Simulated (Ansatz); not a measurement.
# Ag: pressure against volume

One table from this session's results is given with a row withheld; the runs are named, their logs left out.

Computed with Ansatz 0.2.0 (DFT LDA, scalar-relativistic, unless a step's input says otherwise).

### The system as given

Symmetry: Fm-3m, No. 225, cubic system. Conventional cell: a = 4.086 Å, b = 4.086 Å, c = 4.086 Å, α = 90.00°, β = 90.00°, γ = 90.00°. Ag (site symmetry m-3m) has 12 Ag at 2.89 Å as nearest neighbours.

As a file:

```
Ag
1.0
     0.00000    2.04310    2.04310
     2.04310    0.00000    2.04310
     2.04310    2.04310    0.00000
Ag
1
Direct
  0.00000 0.00000 0.00000
```

The first run:

The input, input.yaml:

```yaml
crystal:
  lattice:
    - [0.0, 2.0154871556, 2.0154871556]
    - [2.0154871556, 0.0, 2.0154871556]
    - [2.0154871556, 2.0154871556, 0.0]
  atoms:
    - { symbol: Ag, position: [0.0, 0.0, 0.0] }
kpoints:
  mp_grid: { grid: [15, 15, 15] }
  band_path:
    path:
      - [0.0, 0.0, 0.0]
      - [0.5, 0.0, 0.5]
      - [0.625, 0.25, 0.625]
      - [0.375, 0.375, 0.75]
      - [0.0, 0.0, 0.0]
      - [0.5, 0.5, 0.5]
      - [0.5, 0.25, 0.75]
      - [0.5, 0.0, 0.5]
    npoints: 5
scf:
  occupations: { method: fermi_dirac, width: 0.05 }
hamiltonian:
  xc: lda
  pseudopotentials: { kind: all_electron, lapw: { basis_error: 0.001 } }
output:
  forces: true
  stress: true
  eigenvalues: true
```

The run is started by

```sh
ansatz run input.yaml --threads 1 --pin off --max-ram 3072MiB --backend cpu --events-out ev --progress --plain --runs-dir out
```

Steps of the session up to this table: Volume × 0.96, LAPW; Volume × 0.96, PAW; Volume × 0.96, crystal datasets; Volume × 0.99, LAPW; Volume × 0.99, PAW; Volume × 0.99, crystal datasets; Volume × 1.02, LAPW; Volume × 1.02, PAW; Volume × 1.02, crystal datasets; Volume × 1.06, LAPW.

One table of the session follows, with a row left open; its other results are not shown here.

```
          method  volume (Å³/atom)  pressure (GPa)
            LAPW            16.375           -3.04
            LAPW            16.886           -6.47
            LAPW            17.398           -9.22
            LAPW            18.080               ?
             PAW            16.375           -3.05
             PAW            16.886           -6.47
             PAW            17.398           -9.21
crystal datasets            16.375           -3.05
crystal datasets            16.886           -6.47
crystal datasets            17.398           -9.22
```

Estimate the missing values for LAPW, 18.080.

As computed: pressure (GPa): -12.01. In the column «pressure (GPa)» it is the lowest.

To keep in mind: Warnings in the runs' records: gradients without spin orbit, crystal datasets made.
